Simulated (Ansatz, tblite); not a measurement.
# The cluster Ge3Te2: removing and adding an electron

Aim: the energy of removing and adding an electron for the cluster Ge3Te2, by energy differences, and how well orbital energies stand in for it.

Program: Ansatz 0.2.0, Gaussian basis. Level of theory: as each input shows. These are calculated values, not measurements.

Levels to be run: charge +1 doublet, at the geometry of the singlet (PBE0-D4/def2-TZVP, PBE-D4/def2-TZVP, r2SCAN-D4/def2-TZVP); charge -1 doublet, at the geometry of the singlet (PBE0-D4/def2-TZVPD, PBE-D4/def2-TZVPD, r2SCAN-D4/def2-TZVPD); the starting singlet's energies come from earlier runs.

6 further runs of the same task are left out: 3 that didn't finish, 3 set aside as unsound or not needed. Runs told in other sessions of the task aren't counted.

## Step 1: The relaxed structure

The singlet was relaxed beforehand with PBE-D4/def2-SVP. At that level it is the lowest of the isomers that a small search found.

5 atoms, charge 0, spin multiplicity 1.

Atoms are counted from 1 here; the program's logs count them from 0.

Bond lengths: Ge1–Te4 2.715 Å, Ge1–Te5 2.715 Å, Ge2–Te4 2.715 Å, Ge2–Te5 2.715 Å, Ge3–Te4 2.836 Å, Ge3–Te5 2.836 Å. Angles: Te4–Ge1–Te5 88.2°, Te4–Ge2–Te5 88.2°, Te4–Ge3–Te5 83.6°, Ge1–Te4–Ge2 91.1°, Ge1–Te4–Ge3 58.6°, Ge2–Te4–Ge3 58.6°, Ge1–Te5–Ge2 91.1°, Ge1–Te5–Ge3 58.6°, Ge2–Te5–Ge3 58.6°.

Te takes a core potential in the def2 sets. No spin-orbit coupling is included.

## Step 2: Charge +1 doublet at the fixed geometry, PBE0-D4/def2-TZVP

File in.yaml:

```yaml
crystal:
  periodic: [false, false, false]
  atoms:
    - {symbol: Ge, position_ang: [0.223347, -1.182596, 1.548974]}
    - {symbol: Ge, position_ang: [0.285559, 0.917006, -1.710345]}
    - {symbol: Ge, position_ang: [-1.373040, 0.716572, 0.435421]}
    - {symbol: Te, position_ang: [1.416528, 1.121953, 0.749771]}
    - {symbol: Te, position_ang: [-0.552394, -1.572945, -1.023821]}
basis:
  gaussian: {orbitals: def2-TZVP}
total_charge: 1
magnetization: {spin_polarized: true, initial_magnetization: 1}
hamiltonian: {xc: pbe0, dispersion: d4}
scf: {omitted_lower_state_checks: [starts]}
output: {orbitals: {seedname: orbitals}}
```

Command:

```console
$ ansatz run in.yaml --threads 4 --pin off --events-out ev --progress --plain --max-ram 4787MiB
```

Output:

```text
Functional definition: PBE0
  name "PBE0"
  cite "Adamo & Barone, J. Chem. Phys. 110, 6158 (1999) doi:10.1063/1.478522"
  cite "Perdew, Burke & Ernzerhof, Phys. Rev. Lett. 77, 3865 (1996) doi:10.1103/PhysRevLett.77.3865"
  parent pbe
  parameter a = 0.25
  parameter kappa = 0.804
  parameter beta = 0.06672455060314922
  exchange = (1 - a)*pbe_x(kappa = kappa, mu = beta*pi^2/3) + a*exact_x
  correlation = pbe_c(beta = beta)
these checks for a lower state are left out or cut short: starts
1929 factors; integrals over basis functions are off by at most 7.9e-4 eV
mean field evaluation 1: about -184113.9441 eV, gradient 2.4e1 eV
mean field evaluation 2: about -184110.3817 eV, gradient 3.7e1 eV
mean field evaluation 4: about -184116.8031 eV, gradient 2.6e0 eV
mean field evaluation 8: about -184116.9489 eV, gradient 4.7e-1 eV
mean field evaluation 16: about -184116.9548 eV, gradient 1.6e0 eV
mean field evaluation 32: about -184116.9898 eV, gradient 1.2e-5 eV
mean field -184116.98981643 eV, -6766.1745767758 hartree, gradient 8.0e-6 eV, S^2 0.761987; 0 other end points of the search recorded, 0 dependent functions left out
reference -184116.98984373 eV, -6766.1745777791 hartree; 72, 71 occupied and 172, 173 virtual orbitals, 1929 factors
Total energy: -184117.35011818 eV, -6766.1878176207 hartree
Checks for a lower state left out: starts
```

Run time: 47 s. Hardware: 4 threads of Arm Neoverse V2, shared host; peak memory 1.8 GiB.

HOMO -10.91 eV, LUMO -9.46 eV (over both spins); ⟨S²⟩ 0.762 (pure: 0.75).

## Step 3: Charge +1 doublet at the fixed geometry, PBE-D4/def2-TZVP

start.molden holds the orbitals of an earlier run on this state, given as this run's starting guess.

in.yaml, as its differences from that of step 2:

```diff
@@ -9,6 +9,6 @@
 basis:
-  gaussian: {orbitals: def2-TZVP}
+  gaussian: {orbitals: def2-TZVP, initial_orbitals: start.molden}
 total_charge: 1
 magnetization: {spin_polarized: true, initial_magnetization: 1}
-hamiltonian: {xc: pbe0, dispersion: d4}
+hamiltonian: {xc: pbe, dispersion: d4}
 scf: {omitted_lower_state_checks: [starts]}
```

Same command.

Output:

```text
Functional definition: PBE
  name "PBE"
  cite "Perdew, Burke & Ernzerhof, Phys. Rev. Lett. 77, 3865 (1996) doi:10.1103/PhysRevLett.77.3865"
  parent pbe
  parameter kappa = 0.804
  parameter beta = 0.06672455060314922
  exchange = pbe_x(kappa = kappa, mu = beta*pi^2/3)
  correlation = pbe_c(beta = beta)
these checks for a lower state are left out or cut short: starts
1846 factors; their error is unknown
mean field evaluation 1: about -184112.4624 eV, gradient 1.0e1 eV
mean field evaluation 2: about -184112.6561 eV, gradient 2.5e-1 eV
mean field evaluation 4: about -184112.3831 eV, gradient 5.3e-1 eV
mean field evaluation 8: about -184112.3833 eV, gradient 1.1e-3 eV
mean field evaluation 16: about -184112.3833 eV, gradient 7.0e-6 eV
mean field -184112.38333190 eV, -6766.0052915916 hartree, gradient 7.0e-6 eV, S^2 0.753840; 0 other end points of the search recorded, 0 dependent functions left out
reference -184112.38336824 eV, -6766.0052929271 hartree; 72, 71 occupied and 172, 173 virtual orbitals, 1846 factors
Total energy: -184112.80417926 eV, -6766.0207574468 hartree
Checks for a lower state left out: starts
```

Wall time 23 s (4 threads of Arm Neoverse V2, shared host); peak memory 1 GiB.

HOMO -10.13 eV, LUMO -10.02 eV (over both spins); ⟨S²⟩ 0.754 (pure: 0.75).

## Step 4: Charge +1 doublet at the fixed geometry, r2SCAN-D4/def2-TZVP

in.yaml, as its differences from that of step 3:

```diff
@@ -12,3 +12,3 @@
 magnetization: {spin_polarized: true, initial_magnetization: 1}
-hamiltonian: {xc: pbe, dispersion: d4}
+hamiltonian: {xc: r2scan, dispersion: d4}
 scf: {omitted_lower_state_checks: [starts]}
```

Same command.

Output (excerpt; [...] marks lines left out):

```text
Functional definition: r2SCAN
  name "r2SCAN"
  cite "Furness, Kaplan, Ning, Perdew & Sun, J. Phys. Chem. Lett. 11, 8208 (2020) doi:10.1021/acs.jpclett.0c02405"
  cite "Furness, Kaplan, Ning, Perdew & Sun, J. Phys. Chem. Lett. 11, 9248 (2020) doi:10.1021/acs.jpclett.0c03077"
  parent r2scan
[...]
1846 factors; their error is unknown
[...]
mean field -184142.62613412 eV, -6767.1166940741 hartree, gradient 3.9e-6 eV, S^2 0.763876; 0 other end points of the search recorded, 0 dependent functions left out
reference -184142.62614922 eV, -6767.1166946290 hartree; 72, 71 occupied and 172, 173 virtual orbitals, 1846 factors
Total energy: -184142.69950835 eV, -6767.1193905273 hartree
Checks for a lower state left out: starts
```

Wall time 59 s (4 threads of Arm Neoverse V2, shared host); peak memory 1.1 GiB.

From the report: HOMO -10.39 eV, LUMO -10.02 eV (over both spins); ⟨S²⟩ 0.764 (pure: 0.75).

## Step 5: Vertical ionisation energy

Charged state less starting state, singlet to doublet; the starting state's energies are those of its earlier runs.

| level | vertical ionisation energy (eV) | time |
| --- | --- | --- |
| PBE-D4/def2-TZVP | +7.75 | 27 s |
| r2SCAN-D4/def2-TZVP | +7.88 | 70 s |
| PBE0-D4/def2-TZVP | +7.88 | 59 s |

Times add the two runs; a level without a time comes out of a correlated run.

Beside −ε(HOMO) of the starting state:

| level | −ε(HOMO) (eV) | by difference (eV) | mismatch (eV) |
| --- | --- | --- | --- |
| PBE-D4/def2-TZVP | 5.46 | 7.75 | -2.29 |
| r2SCAN-D4/def2-TZVP | 5.71 | 7.88 | -2.17 |
| PBE0-D4/def2-TZVP | 6.29 | 7.88 | -1.59 |

## Step 6: Charge -1 doublet at the fixed geometry, PBE0-D4/def2-TZVPD

in.yaml, as its differences from that of step 4:

```diff
@@ -9,6 +9,6 @@
 basis:
-  gaussian: {orbitals: def2-TZVP, initial_orbitals: start.molden}
-total_charge: 1
+  gaussian: {orbitals: def2-TZVPD}
+total_charge: -1
 magnetization: {spin_polarized: true, initial_magnetization: 1}
-hamiltonian: {xc: r2scan, dispersion: d4}
+hamiltonian: {xc: pbe0, dispersion: d4}
 scf: {omitted_lower_state_checks: [starts]}
```

The command is unchanged.

Output (excerpt; [...] marks lines left out):

```text
Functional definition: PBE0
  name "PBE0"
  cite "Adamo & Barone, J. Chem. Phys. 110, 6158 (1999) doi:10.1063/1.478522"
  cite "Perdew, Burke & Ernzerhof, Phys. Rev. Lett. 77, 3865 (1996) doi:10.1103/PhysRevLett.77.3865"
  parent pbe
[...]
2098 factors; integrals over basis functions are off by at most 8.4e-4 eV
[...]
mean field -184126.22638275 eV, -6766.5140143271 hartree, gradient 7.4e-6 eV, S^2 0.762051; 0 other end points of the search recorded, 0 dependent functions left out
reference -184126.22643114 eV, -6766.5140161054 hartree; 73, 72 occupied and 207, 208 virtual orbitals, 2098 factors
Total energy: -184126.61033659 eV, -6766.5281243707 hartree
Checks for a lower state left out: starts
```

Wall time 30 s (4 threads of Arm Neoverse V2, shared host); peak memory 1.8 GiB.

HOMO 0.10 eV, LUMO 1.76 eV (over both spins); ⟨S²⟩ 0.762 (pure: 0.75). Doubts: highest occupied level lies above zero.

## Step 7: Charge -1 doublet at the fixed geometry, PBE-D4/def2-TZVPD

in.yaml, as its differences from that of step 6:

```diff
@@ -9,6 +9,6 @@
 basis:
-  gaussian: {orbitals: def2-TZVPD}
+  gaussian: {orbitals: def2-TZVPD, initial_orbitals: start.molden}
 total_charge: -1
 magnetization: {spin_polarized: true, initial_magnetization: 1}
-hamiltonian: {xc: pbe0, dispersion: d4}
+hamiltonian: {xc: pbe, dispersion: d4}
 scf: {omitted_lower_state_checks: [starts]}
```

Launched as before.

Output:

```text
Functional definition: PBE
  name "PBE"
  cite "Perdew, Burke & Ernzerhof, Phys. Rev. Lett. 77, 3865 (1996) doi:10.1103/PhysRevLett.77.3865"
  parent pbe
  parameter kappa = 0.804
  parameter beta = 0.06672455060314922
  exchange = pbe_x(kappa = kappa, mu = beta*pi^2/3)
  correlation = pbe_c(beta = beta)
these checks for a lower state are left out or cut short: starts
2017 factors; their error is unknown
mean field evaluation 1: about -184121.2019 eV, gradient 1.0e1 eV
mean field evaluation 2: about -184121.4010 eV, gradient 2.6e-1 eV
mean field evaluation 4: about -184121.3907 eV, gradient 5.5e-2 eV
mean field evaluation 8: about -184121.3907 eV, gradient 2.6e-5 eV
mean field -184121.39069177 eV, -6766.3363059614 hartree, gradient 2.6e-5 eV, S^2 0.753305; 0 other end points of the search recorded, 0 dependent functions left out
reference -184121.39075480 eV, -6766.3363082778 hartree; 73, 72 occupied and 207, 208 virtual orbitals, 2017 factors
Total energy: -184121.83914261 eV, -6766.3527862260 hartree
Checks for a lower state left out: starts
```

Run time: 13 s. Hardware: 4 threads of Arm Neoverse V2, shared host; peak memory 0.74 GiB.

Report: HOMO 0.80 eV, LUMO 1.17 eV (over both spins); ⟨S²⟩ 0.753 (pure: 0.75). Doubts: highest occupied level lies above zero.

## Step 8: Charge -1 doublet at the fixed geometry, r2SCAN-D4/def2-TZVPD

in.yaml, as its differences from that of step 7:

```diff
@@ -12,3 +12,3 @@
 magnetization: {spin_polarized: true, initial_magnetization: 1}
-hamiltonian: {xc: pbe, dispersion: d4}
+hamiltonian: {xc: r2scan, dispersion: d4}
 scf: {omitted_lower_state_checks: [starts]}
```

Same command.

Output:

```text
Functional definition: r2SCAN
  name "r2SCAN"
  cite "Furness, Kaplan, Ning, Perdew & Sun, J. Phys. Chem. Lett. 11, 8208 (2020) doi:10.1021/acs.jpclett.0c02405"
  cite "Furness, Kaplan, Ning, Perdew & Sun, J. Phys. Chem. Lett. 11, 9248 (2020) doi:10.1021/acs.jpclett.0c03077"
  parent r2scan
  parameter k0 = 0.174
  parameter k1 = 0.065
  parameter a1 = 4.9479
  exchange = r2scan_x(k0 = k0, k1 = k1, a1 = a1)
  correlation = r2scan_c
these checks for a lower state are left out or cut short: starts
2017 factors; their error is unknown
mean field evaluation 1: about -184151.8023 eV, gradient 7.6e0 eV
mean field evaluation 2: about -184151.9033 eV, gradient 1.5e-1 eV
mean field evaluation 4: about -184151.8938 eV, gradient 3.8e-4 eV
mean field -184151.89376658 eV, -6767.4572732851 hartree, gradient 1.7e-5 eV, S^2 0.763987; 0 other end points of the search recorded, 0 dependent functions left out
reference -184151.89380738 eV, -6767.4572747843 hartree; 73, 72 occupied and 207, 208 virtual orbitals, 2017 factors
Total energy: -184151.97197991 eV, -6767.4601475720 hartree
Checks for a lower state left out: starts
```

Run time: 31 s. Hardware: 4 threads of Arm Neoverse V2, shared host; peak memory 0.84 GiB.

From the report: HOMO 0.63 eV, LUMO 1.29 eV (over both spins); ⟨S²⟩ 0.764 (pure: 0.75). Doubts: highest occupied level lies above zero.

## Step 9: Vertical electron affinity

Starting state less charged state (positive: the electron is bound), singlet to doublet; the starting state's energies are those of its earlier runs.

| level | vertical electron affinity (eV) | time |
| --- | --- | --- |
| PBE-D4/def2-TZVPD | +1.24 | 20 s |
| r2SCAN-D4/def2-TZVPD | +1.35 | 44 s |
| PBE0-D4/def2-TZVPD | +1.34 | 45 s |

Times add the two runs; a level without a time comes out of a correlated run.

Beside −ε(LUMO) of the starting state:

| level | −ε(LUMO) (eV) | by difference (eV) | mismatch (eV) |
| --- | --- | --- | --- |
| PBE-D4/def2-TZVPD | 3.30 | 1.24 | +2.06 |
| r2SCAN-D4/def2-TZVPD | 3.35 | 1.35 | +2.00 |
| PBE0-D4/def2-TZVPD | 2.76 | 1.34 | +1.43 |

## Step 10: Results

| quantity | value |
| --- | --- |
| vertical ionisation energy, functionals in def2-TZVP | 7.75 (PBE-D4) to 7.88 eV (PBE0-D4) |
| vertical electron affinity, functionals in def2-TZVPD | 1.24 (PBE-D4) to 1.35 eV (r2SCAN-D4) |

What this shows: The vertical ionisation energy spans 7.75 to 7.88 eV over the functionals. −ε(HOMO) misses the level's own difference by -1.59 eV at best (PBE0-D4) and -2.29 eV at worst (PBE-D4). The vertical electron affinity spans 1.24 to 1.35 eV over the functionals. The anion's highest level lies above zero where self-interaction lifts it, so diffuse functions weigh on these values. −ε(LUMO) misses the level's own difference by +1.43 eV at best (PBE0-D4) and +2.06 eV at worst (PBE-D4).

The anion's highest level is positive in at least one run, so there the basis alone may hold the extra electron.
